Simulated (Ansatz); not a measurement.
CH5BrOSSi, SMILES CO[SiH](S)Br, a ladder of methods at one geometry

Program: the Python package of Ansatz (0.2.0).

`ch5brossi_methods.py`:
```python
"""CH5BrOSSi at several levels of theory."""

from pathlib import Path

import ansatz as az
import numpy as np

config = {
    "basis": "def2-SVP",
}


def main() -> None:
    system = (
        az.Crystal.molecule()
        .atom("C", [-0.7973, -1.405, 0.5259])
        .atom("O", [-0.1893, -0.2609, 1.1131])
        .atom("Si", [0.3601, 0.9824, 0.1614])
        .atom("S", [1.8647, 0.2378, -1.258])
        .atom("Br", [-1.2611, 1.9661, -0.9151])
        .atom("H", [-0.1744, -1.9074, -0.144])
        .atom("H", [-1.1415, -2.0326, 1.3174])
        .atom("H", [-1.7014, -1.0304, -0.0425])
        .atom("H", [1.0882, 1.994, 1.0678])
        .atom("H", [2.0352, 1.4049, -1.8229])
    )

    job = system.calculation().basis(gaussian=config["basis"])

    print("functional    E (Ha)        dipole (D)   HOMO (eV)  LUMO (eV)")
    for name in ["r2scan0", "lc_wpbe", "pbe0", "hf"]:
        rep = job.functional(name).forces().orbitals().run(threads=1, runs_dir="runs").report
        lines = Path(rep["orbitals_path"]).read_text().splitlines()
        field_of = lambda key: [line.split("=")[1].strip() for line in lines if line.startswith(key)]
        orbitals = [(27.211386 * float(e), s, float(n)) for e, s, n in zip(field_of("Ene="), field_of("Spin="), field_of("Occup="))]
        homo = max(e for e, _, n in orbitals if n > 0.5)
        lumo = min(e for e, _, n in orbitals if n < 0.5)
        dipole = 4.803205 * np.linalg.norm(rep["charge_distribution"]["dipole_moment_e_ang"])
        print(f"{name:10s} {rep['free_energy_ev'] / 27.211386246:14.6f} {dipole:9.3f} {homo:11.3f} {lumo:10.3f}")


if __name__ == "__main__":
    main()
```

`python ch5brossi_methods.py` gives:
```text
functional    E (Ha)        dipole (D)   HOMO (eV)  LUMO (eV)
r2scan0      -3377.515745     0.627      -7.691      0.365
lc_wpbe      -3377.031049     0.614     -10.245      2.522
pbe0         -3376.973557     0.618      -7.463      0.229
hf           -3374.004893     0.674     -10.390      3.965
```

Reading the output:
- Total energies depend on the basis set; only differences at equal settings carry meaning.
- The geometry is a force-field or estimated start, not a minimum of this method, and the basis set is short of its limit. A lower total doesn't mark the better method: functionals have no common bound, and MP2 and coupled cluster aren't variational.
- Levels such as HOMO and LUMO are orbital energies: with these approximate functionals they aren't the ionisation energy and electron affinity, and their gap isn't the fundamental gap.
- The whole script took 38 s on 1 thread of Arm Neoverse V1, on a shared host, peak memory 0.38 GiB.
